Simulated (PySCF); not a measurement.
# HoCl3(NH3): other functionals and bases at one geometry

Aim: see how levels, charges and forces of HoCl3(NH3) depend on the level of theory. It is a constructed species; whether it can be made isn't addressed.

Method: several levels, as the steps say, no spin–orbit coupling; program: PySCF 2.14.0.

**1. Starting geometry**

8 atoms, charge 0, spin multiplicity 1.

Bond lengths: Ho1–Cl2 2.480 Å, Ho1–Cl3 2.480 Å, Ho1–Cl4 2.480 Å, Ho1–N5 2.439 Å, N5–H6 1.023 Å, N5–H7 1.023 Å, N5–H8 1.023 Å. Angles: Cl2–Ho1–Cl3 119.2°, Cl2–Ho1–Cl4 119.2°, Cl2–Ho1–N5 95.3°, Cl3–Ho1–Cl4 119.2°, Cl3–Ho1–N5 95.3°, Cl4–Ho1–N5 95.3°, Ho1–N5–H6 112.2°, Ho1–N5–H7 112.2°, Ho1–N5–H8 112.2°, H6–N5–H7 106.6°, H6–N5–H8 106.6°, H7–N5–H8 106.6°.

Coordinates:

```
Ho    0.0241   -0.0241    0.0241
Cl    1.1642    1.8599    1.1642
Cl   -1.8599   -1.1642    1.1642
Cl    1.1642   -1.1642   -1.8599
N    -1.3838    1.3838   -1.3838
H    -1.9932    1.9932   -0.8334
H    -0.8334    1.9932   -1.9932
H    -1.9932    0.8334   -1.9932
```

Formal oxidation states: Ho +3. Each metal's 10 4f electrons lie in its core potential, so multiplicities, spins and levels count the valence alone. An earlier session relaxed this geometry at PBE0, Ho lcecp-1-SVP with ECP56, Cl def2-SVP, N def2-SVP, H def2-SVP (singlet, point group C3v).

At PBE0 on the finer grid: E = -1474.143012 Eh, HOMO -8.42 eV, LUMO -1.06 eV, Mulliken charge on Ho1 +0.80 e, largest force component 0.005 eV/Å. 

Levels to run: PBE; M06-L; PBE0, TZVP. Hardware: 2 threads of Arm Neoverse V1, shared host.

**2. PBE**

run.py (the lines that set the calculation) reads:

```python
mol = gto.M(atom='''
Ho     0.02413    -0.02413     0.02413
Cl     1.16424     1.85987     1.16424
Cl    -1.85987    -1.16424     1.16424
Cl     1.16424    -1.16424    -1.85987
N     -1.38376     1.38376    -1.38376
H     -1.99318     1.99318    -0.83336
H     -0.83336     1.99318    -1.99318
H     -1.99318     0.83336    -1.99318''',
    basis={'Ho': 'lcecp-1-SVP', 'Cl': 'def2-SVP', 'N': 'def2-SVP', 'H': 'def2-SVP'},
    ecp={'Ho': 'lcecp-1-SVP'},
    charge=0, spin=0)
mf = dft.RKS(mol, xc='PBE')
mf.grids.atom_grid = (75, 302)  # f atoms: unpruned, at least (60, 302)
mf = mf.density_fit()  # fitting sets: Ho AutoAux, Cl def2-universal-JKFIT, N def2-universal-JKFIT, H def2-universal-JKFIT
mf.conv_tol = 1e-08; mf.max_cycle = 55
mf.kernel(dm0)  # dm0: the density of the relaxed state
```

Command:

```sh
$ OMP_NUM_THREADS=2 python run.py
```

**3. M06-L**

run.py (the lines that set the calculation): that of step 2 with these lines changed.

```diff
@@ -12,3 +12,3 @@
     charge=0, spin=0)
-mf = dft.RKS(mol, xc='PBE')
+mf = dft.RKS(mol, xc='M06L')
 mf.grids.atom_grid = (75, 302)  # f atoms: unpruned, at least (60, 302)
```

**4. PBE0, TZVP**

Basis: Ho lcecp-1-TZVP with ECP56, Cl def2-TZVP, N def2-TZVP, H def2-TZVP. 

run.py (the lines that set the calculation): that of step 3 with these lines changed.

```diff
@@ -9,6 +9,6 @@
 H     -1.99318     0.83336    -1.99318''',
-    basis={'Ho': 'lcecp-1-SVP', 'Cl': 'def2-SVP', 'N': 'def2-SVP', 'H': 'def2-SVP'},
-    ecp={'Ho': 'lcecp-1-SVP'},
+    basis={'Ho': 'lcecp-1-TZVP', 'Cl': 'def2-TZVP', 'N': 'def2-TZVP', 'H': 'def2-TZVP'},
+    ecp={'Ho': 'lcecp-1-TZVP'},
     charge=0, spin=0)
-mf = dft.RKS(mol, xc='M06L')
+mf = dft.RKS(mol, xc='PBE0')
 mf.grids.atom_grid = (75, 302)  # f atoms: unpruned, at least (60, 302)
@@ -16,2 +16,2 @@
 mf.conv_tol = 1e-08; mf.max_cycle = 55
-mf.kernel(dm0)  # dm0: the density of the relaxed state
+mf.kernel(dm0)  # dm0: free metal ions and neutral atoms
```

Before running it: what results should come out? Wanted: for each run, HOMO; gap; charge on Ho1; dipole; largest force.

As calculated:

| level | state | HOMO (eV) | gap (eV) | charge on Ho1 (e) | dipole (D) | largest force (eV/Å) | basis functions | time |
| --- | --- | --- | --- | --- | --- | --- | --- | --- |
| PBE0 (relaxed here) | singlet | -8.42 | 7.36 | 0.80 | 5.49 | 0.00 | 116 | 23 s |
| PBE | singlet | -7.00 | 5.26 | 0.60 | 5.44 | 0.22 | 116 | 7.7 s |
| M06-L | singlet | -7.34 | 6.22 | 1.04 | 5.36 | 0.13 | 116 | 11 s |
| PBE0, TZVP | singlet | -8.55 | 7.35 | 1.33 | 5.40 | 0.21 | 207 | 31 s |

Times are on 2 threads of Arm Neoverse V1, shared host; the first row also made further properties.

In one basis the HOMO–LUMO gap runs from 5.26 eV (PBE) to 7.36 eV (PBE0); the widest gap comes with exact exchange. The largest leftover force, 0.22 eV/Å with PBE, stands at a geometry relaxed at another level. The Mulliken charge on Ho spans +0.60 to +1.33 e over the levels. With 4f in the core, its levels are missing from HOMO and gap. Total energies of different levels can't be compared. Spin–orbit coupling is left out throughout.
